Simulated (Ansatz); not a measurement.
# FH₃MoN₂O: basis-set convergence

One table from this session's results is given with a row withheld; the runs are named, their logs left out.

Computed with Ansatz 0.2.0, Gaussian basis. Level: one geometry, several basis sets.

Levels to be run: PBE0-D4/def2-SVP; ωB97M-V/def2-SVP; PBE0-D4/def2-QZVPP; ωB97M-V/def2-QZVPP; the functionals' def2-TZVPP values are taken from earlier runs.

### The geometry

An earlier PBE0-D4 in a triple-zeta def2 set relaxation fixed the geometry. Mo takes the def2 core potential; no spin-orbit term is included.

SMILES `[NH]=[Mo](=[NH])([OH])[F]`, 8 atoms, charge 0, spin multiplicity 1.

Atoms are counted from 1 here; the program's logs count them from 0.

Bond lengths: N1–Mo2 1.721 Å, N1–H6 1.011 Å, Mo2–N3 1.718 Å, Mo2–O4 1.884 Å, Mo2–F5 1.864 Å, N3–H7 1.010 Å, O4–H8 0.961 Å. Angles: Mo2–N1–H6 152.0°, N1–Mo2–N3 109.9°, N1–Mo2–O4 108.5°, N1–Mo2–F5 108.7°, N3–Mo2–O4 107.3°, N3–Mo2–F5 109.1°, O4–Mo2–F5 113.3°, Mo2–N3–H7 155.9°, Mo2–O4–H8 119.3°.

The first run:

File in.yaml:

```yaml
crystal:
  periodic: [false, false, false]
  atoms:
    - {symbol: N, position_ang: [-1.054081, 0.892291, 0.551577]}
    - {symbol: Mo, position_ang: [0.084721, 0.044329, -0.421247]}
    - {symbol: N, position_ang: [1.636233, 0.099349, 0.314016]}
    - {symbol: O, position_ang: [-0.432362, -1.764925, -0.507026]}
    - {symbol: F, position_ang: [0.171868, 0.867235, -2.091219]}
    - {symbol: H, position_ang: [-1.299453, 1.446562, 1.361049]}
    - {symbol: H, position_ang: [2.317314, 0.365657, 1.010995]}
    - {symbol: H, position_ang: [-1.332140, -2.007498, -0.273945]}
basis:
  gaussian: {orbitals: def2-SVP}
hamiltonian: {xc: pbe0, dispersion: d4}
output: {orbitals: {seedname: orbitals}}
```

Started as:

```sh
ansatz run in.yaml --threads 4 --pin off --events-out ev --progress --plain --max-ram 10444MiB
```

Steps of the session up to this table: PBE0-D4 in def2-SVP; ωB97M-V in def2-SVP; PBE0-D4 in def2-QZVPP; ωB97M-V in def2-QZVPP.

One of the session's tables, all rows but one given; the rest of the session is left out.

It belongs to the step «Density functionals: the series». 

| functional | basis | HOMO (eV) |
| --- | --- | --- |
| PBE0-D4 | def2-SVP | -8.02 |
| PBE0-D4 | def2-TZVPP | ? |
| PBE0-D4 | def2-QZVPP | -8.15 |
| ωB97M-V | def2-SVP | -10.26 |
| ωB97M-V | def2-TZVPP | -10.37 |
| ωB97M-V | def2-QZVPP | -10.41 |

Q: Estimate the row for PBE0-D4, def2-TZVPP from the others.

As computed: HOMO (eV): -8.12. In the column «HOMO (eV)» it lies between PBE0-D4, def2-QZVPP (-8.15) and PBE0-D4, def2-SVP (-8.02).
